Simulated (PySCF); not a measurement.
# C2H7NSSi2: the cost of one run

The runs use PySCF 2.14.0, with density-fitted response routines of our own; the level of theory stands in each step. All values are computed, except where a source is named. Atoms count from 0, in the outputs and in this text.

## (1) The starting structure

13 atoms, charge 0, multiplicity 1; geometry from: GFN2-xTB. The atoms were then displaced at random by about 0.01 Å, so the start is not that level's minimum.

Bonds of the start (Å): C0–S1 1.79, S1–Si2 2.14, Si2–Si3 2.35, Si3–C4 1.83, C4–N5 1.15, C0–H6 1.11, C0–H7 1.07, C0–H8 1.09, Si2–H9 1.48, Si2–H10 1.46, Si3–H11 1.47, Si3–H12 1.46.

## (2) Geometry optimisation at PBE0-D3(BJ)/def2-SVP

What the job is given:

```
{"job": {"xc": "PBE0", "basis": "def2-SVP", "d3": "d3bj", "grid": 1, "shake": 0.01, "kind": "geom"}, "charge": 0, "multiplicity": 1}
C     -2.905200     0.213820    -0.255670
S     -1.541270    -0.664030    -1.005570
Si     0.083190     0.255880     0.038240
Si     2.048740    -0.751020    -0.764920
C      3.395990     0.046590     0.186030
N      4.224690     0.570330     0.796430
H     -2.818730     1.297820    -0.471590
H     -2.925520     0.070700     0.806700
H     -3.833240    -0.144080    -0.694100
H     -0.178830     0.059700     1.482830
H     -0.026360     1.694560    -0.195220
H      2.167630    -2.184490    -0.480220
H      2.314730    -0.482660    -2.175760
```

Command:

```
$ OMP_NUM_THREADS=1 python probes_run.py task.json out
```

One launch serves the whole session: the jobs run in the order shown.

**Question.** How long does this first job take on 1 thread of Arm Neoverse V1, shared host, and how much memory does it need?

About 56 s, with a peak of 0.54 GiB.
